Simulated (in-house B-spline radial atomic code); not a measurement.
**Xe: ionisation energy by several methods**

The task here is to estimate one member of a computed series from the others.

The numbers are computed with in-house B-spline radial atomic code version 1 (non-relativistic, several functionals, spin-polarised; spherical all-electron atom at the radial basis limit), except any that are marked as measured or tabulated.

## Starting point

| Item | Value |
| --- | --- |
| element | xenon (Z = 54) |
| charge | 0 |
| electrons | 54 |
| configuration | [Kr] 4d10 5s2 5p6 |
| nucleus | point |

Outer shells as boxes (Hund's rule):

[Kr] 4d10 5s2 5p6
```
[Kr] core
4d [↑↓][↑↓][↑↓][↑↓][↑↓]
5s [↑↓]
5p [↑↓][↑↓][↑↓]
```

Where spins are not typed, each open shell is filled with up spins first.

Set-up of the first run:

The run's settings:

```ini
Z = 54
electrons = 54.0
configuration = [Kr] 4d10 5s2 5p6
hamiltonian = nr
method = tpss,tpss
spin_polarised = True
```

Among the steps run: TPSS; SCAN; PBEsol; PW91; RPBE; LDA (PW92).

One table of the session follows, with a row left open; its other results are not shown here.

| method | ΔSCF (eV) |
| --- | --- |
| LDA (PW92) | 12.569 |
| PBEsol | 12.407 |
| PW91 | 12.446 |
| RPBE | 12.353 |
| TPSS | 12.494 |
| SCAN | ? |

Estimate the missing values for SCAN.

The run gave: ΔSCF (eV): 12.681. In the column «ΔSCF (eV)» it is the highest.

Caveats from the session: These runs leave out relativity, which matters at this nuclear charge.
